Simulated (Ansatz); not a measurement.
# C2H7BOS: up Jacob's ladder to CCSD(T)

An exercise on one series of results from a longer session: the logs are not shown, and one member is left open.

Computed with Ansatz 0.2.0, Gaussian basis. Level: functionals in def2-TZVPP, the program's frozen cores in correlated methods.

Levels to be run: PBE-D4, r2SCAN-D4, PBE0-D4, B3LYP-D4, ωB97X-V, ωB97M-V, B2PLYP; CCSD(T)/def2-TZVPP; MP2/def2-QZVPP; extrapolation to the limit.

## Structure used throughout

An earlier PBE0-D4 in a triple-zeta def2 set relaxation fixed the geometry.

SMILES `CSB(C)O`, 12 atoms, charge 0, spin multiplicity 1.

Atoms are counted from 1 here; the program's logs count them from 0.

Bond lengths: C1–S2 1.807 Å, C1–H6 1.089 Å, C1–H7 1.089 Å, C1–H8 1.089 Å, S2–B3 1.817 Å, B3–C4 1.565 Å, B3–O5 1.363 Å, C4–H9 1.094 Å, C4–H10 1.091 Å, C4–H11 1.094 Å, O5–H12 0.961 Å. Angles: S2–C1–H6 111.0°, S2–C1–H7 107.0°, S2–C1–H8 111.0°, H6–C1–H7 108.9°, H6–C1–H8 109.9°, H7–C1–H8 108.9°, C1–S2–B3 103.9°, S2–B3–C4 123.6°, S2–B3–O5 117.6°, C4–B3–O5 118.8°, B3–C4–H9 111.6°, B3–C4–H10 111.0°, B3–C4–H11 111.3°, H9–C4–H10 108.3°, H9–C4–H11 106.2°, H10–C4–H11 108.2°, B3–O5–H12 114.5°.

The first run:

in.yaml reads:

```yaml
crystal:
  periodic: [false, false, false]
  atoms:
    - {symbol: C, position_ang: [-1.402351, 0.165007, 1.280148]}
    - {symbol: S, position_ang: [-0.420811, 1.448338, 0.471999]}
    - {symbol: B, position_ang: [0.714288, 0.518946, -0.600884]}
    - {symbol: C, position_ang: [0.724310, -1.042959, -0.704603]}
    - {symbol: O, position_ang: [1.599358, 1.231558, -1.353037]}
    - {symbol: H, position_ang: [-1.952211, -0.425162, 0.548554]}
    - {symbol: H, position_ang: [-2.113128, 0.671404, 1.931949]}
    - {symbol: H, position_ang: [-0.772137, -0.487095, 1.883146]}
    - {symbol: H, position_ang: [0.905770, -1.509364, 0.268464]}
    - {symbol: H, position_ang: [1.495531, -1.384877, -1.397175]}
    - {symbol: H, position_ang: [-0.240646, -1.425283, -1.051777]}
    - {symbol: H, position_ang: [1.538926, 2.184287, -1.242885]}
basis:
  gaussian: {orbitals: def2-TZVPP}
hamiltonian: {xc: pbe, dispersion: d4}
output: {forces: true, orbitals: {seedname: orbitals}}
```

Launch:

```sh
$ ansatz run in.yaml --threads 4 --pin off --events-out ev --progress --plain --max-ram 10444MiB
```

Steps of the session up to this table: PBE-D4 (GGA); r2SCAN-D4 (meta-GGA); PBE0-D4 (hybrid); B3LYP-D4 (hybrid); ωB97X-V (range-separated); ωB97M-V (range-separated); B2PLYP (double hybrid); CCSD(T) in def2-TZVPP; MP2 in def2-QZVPP.

One of the session's tables, all rows but one given; the rest of the session is left out.

```
            method  atomisation energy (kcal/mol)
            PBE-D4                         1143.9
         r2SCAN-D4                         1128.1
           PBE0-D4                         1126.7
          B3LYP-D4                              ?
           ωB97X-V                         1122.9
           ωB97M-V                         1126.7
            B2PLYP                         1110.1
     HF/def2-TZVPP                          837.7
    MP2/def2-TZVPP                         1111.8
   CCSD/def2-TZVPP                         1077.7
CCSD(T)/def2-TZVPP                         1093.2
           MP2/CBS                         1138.2
       CCSD(T)/CBS                         1119.7
```

Estimate the missing values for B3LYP-D4.

The run gave: atomisation energy (kcal/mol): 1121.2. In the column «atomisation energy (kcal/mol)» it lies between CCSD(T)/CBS (1119.7) and ωB97X-V (1122.9).

To keep in mind: Free atoms (2 C, 1 S, 1 B, 1 O, 7 H) were run apart at each level; the atomisation energy is their sum less the molecule, without zero-point or spin-orbit terms.
